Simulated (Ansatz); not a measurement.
# TiHO+ (septet): the correlation ladder, def2-TZVPP

One table from this session's results is given with a row withheld; the runs are named, their logs left out.

Computed with Ansatz 0.2.0, Gaussian basis. Level: def2-TZVPP, core rule «outside noble gas», up to 10 orbitals frozen.

The runs, in order: UHF; ROHF; CCSD(T) on UHF.

### What is computed

The geometry is a PBE0/def2-TZVP stationary point (not a proven minimum) of the parent state, kept for this charge and spin.

3 atoms, charge 1, spin multiplicity 7.

Atoms are counted from 1 here; the program's logs count them from 0.

Bond lengths: Ti1–O2 2.213 Å, O2–H3 0.979 Å. Angles: Ti1–O2–H3 135.0°.

Set-up of the first run:

Input file in.yaml:

```yaml
crystal:
  periodic: [false, false, false]
  atoms:
    - {symbol: Ti, position_ang: [0.000000, 0.151588, -1.715051]}
    - {symbol: O, position_ang: [0.000000, 0.253835, 0.495508]}
    - {symbol: H, position_ang: [0.000000, -0.405423, 1.219543]}
basis:
  gaussian: {orbitals: def2-TZVPP}
total_charge: 1
magnetization: {spin_polarized: true, initial_magnetization: 6}
hamiltonian: {xc: hf}
output: {orbitals: {seedname: orbitals}}
```

Started as:

```sh
$ ansatz run in.yaml --threads 1 --pin off --events-out ev --progress --plain --max-ram 4096MiB --backend cpu
```

Among the steps run: UHF; ROHF; CCSD(T) on UHF.

One table of the session follows, with a row left open; its other results are not shown here.

It belongs to the step «Misses and costs». 

| method | from UCCSD(T) (meV) |
| --- | --- |
| ROHF | ? |
| UHF | +5785.7 |
| UMP2 | +862.6 |
| UCCSD | +134.1 |
| UCCSD(T) | 0 |

Q: Estimate the row for ROHF from the others.

The run gave: from UCCSD(T) (meV): +6103.8. In the column «from UCCSD(T) (meV)» it is the highest.
